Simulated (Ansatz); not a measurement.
# H2 with C3H8: structure and interaction energy

Aim: relax the pair, then compute its interaction energy with counterpoise at many levels, up to CCSD(T).

Program: Ansatz 0.2.0, Gaussian basis. Level of theory: PBE0-D4 structure, single points in def2-TZVPPD. These are calculated values, not measurements.

Levels: PBE-D4, revPBE-D4, BLYP-D4, r2SCAN-D4, B97M-V, PBE0-D4, B3LYP-D4, HSE06-D4, wB97X-V, wB97M-V, B2PLYP, Hartree-Fock, MP2, CCSD, CCSD(T). The reference is CCSD(T) extrapolated to the basis limit.

Cores are frozen in the correlated methods. B3LYP uses VWN-RPA correlation. B2PLYP carries no dispersion term here.

165 further runs of the same task are left out: 1 that didn't finish, 164 set aside as unsound or not needed. Runs told in other sessions of the task aren't counted.

## 1. Starting geometry

The pair, from a GFN2-xTB docking trial: 13 atoms, charge 0, spin multiplicity 1.

Atoms are counted from 1 here; the program's logs count them from 0.

Bond lengths: H1–H2 0.780 Å, C3–C4 1.524 Å, C3–H6 1.088 Å, C3–H7 1.088 Å, C3–H8 1.088 Å, C4–C5 1.524 Å, C4–H9 1.092 Å, C4–H10 1.093 Å, C5–H11 1.088 Å, C5–H12 1.088 Å, C5–H13 1.088 Å. Angles: C4–C3–H6 110.4°, C4–C3–H7 110.4°, C4–C3–H8 110.8°, H6–C3–H7 108.4°, H6–C3–H8 108.4°, H7–C3–H8 108.4°, C3–C4–C5 111.6°, C3–C4–H9 109.5°, C3–C4–H10 109.3°, C5–C4–H9 109.4°, C5–C4–H10 109.5°, H9–C4–H10 107.5°, C4–C5–H11 110.8°, C4–C5–H12 110.4°, C4–C5–H13 110.4°, H11–C5–H12 108.4°, H11–C5–H13 108.5°, H12–C5–H13 108.3°.

Coordinates:

```mol
C3H10
  3D, bonds by distance, orders not assigned

 13 11  0  0  0  0  0  0  0  0999 V2000
    0.1071   -0.3605   -2.7905 H   0  0
   -0.4266   -0.0543   -3.2696 H   0  0
   -1.2169   -0.2066    0.7224 C   0  0
    0.2650   -0.5378    0.5977 C   0  0
    1.0990    0.7121    0.3446 C   0  0
   -1.5867    0.2297   -0.2034 H   0  0
   -1.3801    0.5076    1.5269 H   0  0
   -1.7959   -1.1026    0.9352 H   0  0
    0.6082   -1.0230    1.5142 H   0  0
    0.4087   -1.2447   -0.2228 H   0  0
    2.1472    0.4562    0.2082 H   0  0
    1.0201    1.3976    1.1856 H   0  0
    0.7509    1.2264   -0.5486 H   0  0
  1  2  8  0
  3  4  8  0
  3  6  8  0
  3  7  8  0
  3  8  8  0
  4  5  8  0
  4  9  8  0
  4 10  8  0
  5 11  8  0
  5 12  8  0
  5 13  8  0
M  END
```

Atoms 1 to 2 are fragment A (H2), the rest fragment B (C3H8).

## 2. A first relaxation in a small basis

Contents of pre/in.yaml:

```yaml
crystal:
  periodic: [false, false, false]
  atoms:
    - {symbol: H, position_ang: [0.107100, -0.360500, -2.790500]}
    - {symbol: H, position_ang: [-0.426600, -0.054300, -3.269600]}
    - {symbol: C, position_ang: [-1.216900, -0.206600, 0.722400]}
    - {symbol: C, position_ang: [0.265000, -0.537800, 0.597700]}
    - {symbol: C, position_ang: [1.099000, 0.712100, 0.344600]}
    - {symbol: H, position_ang: [-1.586700, 0.229700, -0.203400]}
    - {symbol: H, position_ang: [-1.380100, 0.507600, 1.526900]}
    - {symbol: H, position_ang: [-1.795900, -1.102600, 0.935200]}
    - {symbol: H, position_ang: [0.608200, -1.023000, 1.514200]}
    - {symbol: H, position_ang: [0.408700, -1.244700, -0.222800]}
    - {symbol: H, position_ang: [2.147200, 0.456200, 0.208200]}
    - {symbol: H, position_ang: [1.020100, 1.397600, 1.185600]}
    - {symbol: H, position_ang: [0.750900, 1.226400, -0.548600]}
basis:
  gaussian: {orbitals: def2-SVP}
hamiltonian: {xc: pbe, dispersion: d4}
relax: {f_tol: 0.03, max_steps: 250}
```

On the command line:

```bash
ansatz run in.yaml --threads 4 --pin off --events-out ev --progress --plain --max-ram 9574MiB
```

Further steps of the session: Relaxation at PBE0-D4; PBE-D4/def2-TZVPPD; r2SCAN-D4/def2-TZVPPD; PBE0-D4/def2-TZVPPD; B3LYP-D4/def2-TZVPPD; wB97X-V/def2-TZVPPD; wB97M-V/def2-TZVPPD; B2PLYP/def2-TZVPPD; BLYP-D4/def2-TZVPPD; revPBE-D4/def2-TZVPPD; B97M-V/def2-TZVPPD; HSE06-D4/def2-TZVPPD; CCSD(T)/def2-TZVPPD; MP2/def2-QZVPPD; Hartree-Fock/STO-3G; PBE-D4/STO-3G; B3LYP-D4/6-31G; SPW92/def2-SVP; PBE-D4/def2-SVP; PBE0-D4/def2-SVP; wB97M-V/def2-SVP; CCSD(T)/def2-SVP; Vibrations of the pair.

Before running it: what results should come out? Wanted: interaction energy, CCSD(T)/CBS; of it Hartree-Fock; D4 term of PBE0-D4; shortest contact; lowest wavenumber.

As calculated:

```
                        quantity          value
 interaction energy, CCSD(T)/CBS      -20.2 meV
of it Hartree-Fock (basis limit)      +17.4 meV
              D4 term of PBE0-D4      -18.4 meV
                shortest contact  H1–H10 2.59 Å
               lowest wavenumber        49 cm⁻¹
```

The pair is bound by 20.2 meV at fixed fragment shapes. Hartree-Fock doesn't bind it at this geometry, so correlation, mostly dispersion, holds it together. wB97X-V is the best functional here (-0.6 meV from CCSD(T)/CBS); B2PLYP is the worst (+20.2 meV). By rung, the mean size of the error is: GGA 7.3, meta-GGA 5.4, hybrid 4.5, screened hybrid 4.8, range-separated hybrid 1.6, double hybrid 20.2 meV. The double hybrids carry no dispersion term here, unlike the levels marked D4 or V. PBE-D4 gives an interaction energy 9.7 meV too low, an error of 48 % of the reference. CCSD(T) moves by -2.6 meV from triple zeta to the limit; gaps between functionals far smaller than that don't rank them. A lower arrangement may exist.
